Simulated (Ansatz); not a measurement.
**CH₃BrF₂OTi: small, medium and large basis sets**

Aim: see how fast density functionals converge with the basis set for CH₃BrF₂OTi.

Program: Ansatz 0.2.0, Gaussian basis. Level of theory: one geometry, several basis sets. These are calculated values, not measurements.

Plan: PBE0-D4/def2-SVP; ωB97M-V/def2-SVP; PBE0-D4/def2-QZVPP; ωB97M-V/def2-QZVPP; the functionals' def2-TZVPP values are taken from earlier runs.

## 1. The relaxed structure

An earlier PBE0-D4 in a triple-zeta def2 set relaxation fixed the geometry.

9 atoms, charge 0, spin multiplicity 1.

Atoms are counted from 1 here; the program's logs count them from 0.

Bond lengths: C1–O2 1.395 Å, C1–H7 1.093 Å, C1–H8 1.093 Å, C1–H9 1.093 Å, O2–Ti3 1.728 Å, Ti3–F4 1.752 Å, Ti3–F5 1.752 Å, Ti3–Br6 2.357 Å. Angles: O2–C1–H7 109.6°, O2–C1–H8 109.6°, O2–C1–H9 109.5°, H7–C1–H8 109.4°, H7–C1–H9 109.4°, H8–C1–H9 109.4°, C1–O2–Ti3 173.7°, O2–Ti3–F4 109.4°, O2–Ti3–F5 109.4°, O2–Ti3–Br6 108.0°, F4–Ti3–F5 109.8°, F4–Ti3–Br6 110.1°, F5–Ti3–Br6 110.1°.

## 2. PBE0-D4 in def2-SVP

Contents of in.yaml:

```yaml
crystal:
  periodic: [false, false, false]
  atoms:
    - {symbol: C, position_ang: [0.128643, -1.391650, 0.841768]}
    - {symbol: O, position_ang: [0.104569, -0.271447, 0.010415]}
    - {symbol: Ti, position_ang: [-0.025222, 1.202487, -0.881299]}
    - {symbol: F, position_ang: [-0.877199, 0.902110, -2.382073]}
    - {symbol: F, position_ang: [1.578180, 1.820025, -1.222158]}
    - {symbol: Br, position_ang: [-1.223861, 2.746426, 0.434991]}
    - {symbol: H, position_ang: [1.163895, -1.659373, 1.066093]}
    - {symbol: H, position_ang: [-0.363545, -2.229472, 0.342216]}
    - {symbol: H, position_ang: [-0.397060, -1.165506, 1.772946]}
basis:
  gaussian: {orbitals: def2-SVP}
hamiltonian: {xc: pbe0, dispersion: d4}
output: {orbitals: {seedname: orbitals}}
```

After this run come: ωB97M-V in def2-SVP; PBE0-D4 in def2-QZVPP; ωB97M-V in def2-QZVPP.

Q: Predict the results of all the runs planned. Wanted: PBE0-D4: double and triple zeta above quadruple; ωB97M-V: double and triple zeta above quadruple.

The runs gave:

| quantity | value |
| --- | --- |
| PBE0-D4: double and triple zeta above quadruple | 24.37, 2.33 eV |
| ωB97M-V: double and triple zeta above quadruple | 24.47, 2.22 eV |

What this shows: For PBE0-D4 the step from double to triple zeta gains 22.05 eV and the next only 2.33 eV. Total energies overstate the basis error of differences, where much of it tends to cancel.
